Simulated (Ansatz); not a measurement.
# GeNH₂ (doublet): the correlation ladder, cc-pVDZ

The task here is to estimate one member of a computed series from the others.

Method: cc-pVDZ, core rule «outside noble gas», up to 15 orbitals frozen; program: Ansatz 0.2.0, Gaussian basis.

Plan: UHF; CCSD(T) on ROHF; CCSD(T) on UHF; BCCD(T) on ROHF; CISD; CCSDT(Q) on ROHF; CCSDT(Q) on UHF; CASSCF and MRCISD+Q, 11 electrons in 10 orbitals; CASSCF and NEVPT4(SD), 11 electrons in 10 orbitals; CASSCF and NEVPT2, 11 electrons in 10 orbitals.

15 further runs of the same task are left out: 6 that didn't finish, 9 set aside as unsound or not needed.

### The system

The geometry is a PBE0/def2-TZVP stationary point (not a proven minimum). No spin-orbit coupling is included. The filled d shell of Ge may be among the frozen orbitals whatever the setting's name suggests; the logs give the count.

4 atoms, charge 0, spin multiplicity 2.

Atoms are counted from 1 here; the program's logs count them from 0.

Bond lengths: Ge1–N2 1.816 Å, N2–H3 1.009 Å, N2–H4 1.009 Å. Angles: Ge1–N2–H3 124.1°, Ge1–N2–H4 124.1°, H3–N2–H4 111.9°.

Geometry (Å):

```xyz
4

Ge    0.0000    0.0000    0.3411
N     0.0000    0.0000   -1.4753
H     0.0000    0.8361   -2.0406
H     0.0000   -0.8361   -2.0406
```

The first run:

The input, in.yaml:

```yaml
crystal:
  periodic: [false, false, false]
  atoms:
    - {symbol: Ge, position_ang: [0.000000, 0.000000, 0.341103]}
    - {symbol: N, position_ang: [0.000000, 0.000000, -1.475302]}
    - {symbol: H, position_ang: [0.000000, 0.836103, -2.040604]}
    - {symbol: H, position_ang: [0.000000, -0.836103, -2.040604]}
basis:
  gaussian: {orbitals: cc-pVDZ}
magnetization: {spin_polarized: true, initial_magnetization: 1}
hamiltonian: {xc: hf}
output: {orbitals: {seedname: orbitals}}
```

Command:

```
> ansatz run in.yaml --threads 1 --pin off --events-out ev --progress --plain --max-ram 2393MiB
```

Steps of the session up to this table: UHF; CCSD(T) on ROHF; CCSD(T) on UHF; BCCD(T) on ROHF; CISD; CCSDT(Q) on ROHF; CCSDT(Q) on UHF; CASSCF and MRCISD+Q, 11 electrons in 10 orbitals; CASSCF and NEVPT4(SD), 11 electrons in 10 orbitals; CASSCF and NEVPT2, 11 electrons in 10 orbitals.

One table of the session follows, with a row left open; its other results are not shown here.

```
            method  from UCCSDT(Q) (kcal/mol)
              ROHF                    +170.61
               UHF                    +168.20
              RMP2                     +20.04
              UMP2                     +20.12
             RCCSD                      +5.91
             UCCSD                      +5.79
          RCCSD(T)                      +1.00
          UCCSD(T)                      +0.93
           BCCD(T)                      +0.98
            RCCSDT                      +0.56
            UCCSDT                      +0.49
         RCCSDT(Q)                          ?
         UCCSDT(Q)                          0
    CASSCF valence                     +97.39
    NEVPT2 valence                     +26.96
NEVPT4(SD) valence                      +4.72
    MRCISD valence                      +7.28
  MRCISD+Q valence                      +1.34
```

**Question.** Estimate the row for RCCSDT(Q).

The run gave: from UCCSDT(Q) (kcal/mol): +0.12. In the column «from UCCSDT(Q) (kcal/mol)» it lies between UCCSDT(Q) (0) and UCCSDT (+0.49).

Among the levels timed on like hardware and quicker than the yardstick, those that no quicker one beats, quickest first: BCCD(T) (3 s, +0.98 kcal/mol); UCCSD(T) (5.5 s, +0.93 kcal/mol).

Not comparable, so not listed: CISD (they don't share determinant, frozen orbitals or solution with the rows shown, or repeat one).

Caveats from the session: Of the multireference levels listed MRCISD+Q valence comes nearest in total energy (+1.34 kcal/mol), which doesn't show that its space is the better one. Restricted and unrestricted rows rest on different reference determinants; where their highest levels disagree by more than a few hundredths of an eV, they describe different states and don't form one ladder.
